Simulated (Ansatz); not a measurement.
# CSi3: the cost of one run

Program: Ansatz 0.2.0. Level of theory: DFT PBE0, Gaussian basis aug-cc-pV(T+d)Z, and further levels as typed in the inputs. These are calculated values, not measurements.

## 1. The structure to begin with

Bond lengths: Si1–Si3 2.430 Å, Si2–Si3 2.430 Å, Si1–C4 2.001 Å, Si2–C4 2.001 Å, Si3–C4 1.900 Å. Angles: Si1–Si3–Si2 106.7°, Si1–Si3–C4 53.4°, Si2–Si3–C4 53.4°, Si3–Si1–C4 49.6°, Si3–Si2–C4 49.6°, Si1–C4–Si2 154.0°, Si1–C4–Si3 77.0°, Si2–C4–Si3 77.0°.

Structure file:

```xyz
4

Si    0.0000    1.9500    0.0000
Si    0.0000   -1.9500    0.0000
Si    0.0000    0.0000    1.4500
C     0.0000    0.0000   -0.4500
```

## 2. Relaxing the atoms: CSi3

Input file input.yaml:

```yaml
relax:
  f_tol: 0.001
  max_steps: 200
crystal:
  periodic: [false, false, false]
  atoms:
    - { symbol: Si, position_ang: [0.0, 1.95, 0.0] }
    - { symbol: Si, position_ang: [0.0, -1.95, 0.0] }
    - { symbol: Si, position_ang: [0.0, 0.0, 1.45] }
    - { symbol: C, position_ang: [0.0, 0.0, -0.45] }
basis:
  gaussian: { orbitals: "aug-cc-pV(T+d)Z.json" }
hamiltonian:
  xc: pbe0
```

Run with:

```console
$ ansatz run input.yaml --threads 4 --pin off --max-ram 10240MiB --backend cpu --events-out ev --progress --plain --runs-dir out
```

Q: Estimate wall time and peak memory on 4 threads of Intel Xeon Platinum 8259CL at 2.50GHz (Skylake/Cascade Lake), shared host.

About 32 s, with a peak of 0.68 GiB.
